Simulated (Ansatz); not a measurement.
Crystal: Ta4O.

```
CELL_PARAMETERS angstrom
3.25750 0.00000 0.00000
0.00000 3.25750 0.00000
0.00000 0.00000 7.40934
ATOMIC_POSITIONS crystal
Ta 0.00000 0.00000 0.00000
Ta 0.50000 0.50000 0.21684
Ta 0.50000 0.50000 0.78316
Ta 0.00000 0.00000 0.50000
O 0.50000 0.50000 0.50000
```

The cell comes from a database or a generator and needn't be the stable form of this composition.

Base run:

```yaml
Program: Ansatz 0.2.0
Functional: PBEsol
Potentials_or_basis: Ansatz PAW
Cutoff: 420 eV
Density_cutoff: 1680 eV
k_mesh: 8 × 8 × 4
Occupations: fermi-dirac, width 0.05 eV
Spin: no spin polarisation
Hubbard_terms: Ta d U = 3 eV
```

Its results: band gap on the k mesh none (metal or under the smearing width); pressure -5.3 GPa; largest force 0.401 eV/Å.

The run is repeated on the same cell with these changes: hubbard terms from Ta d U = 3 eV to Ta d U = 8 eV. What comes out?

Band gap on the k mesh none (metal or under the smearing width); pressure 12.4 GPa; largest force 0.581 eV/Å.

Caveats: U without spin polarisation on a metal has little footing; the PAW data sets come from PBE, with cores solved anew for the run's functional, which leaves a small shift of forces and pressure.

Not every run made on this cell is shown here.
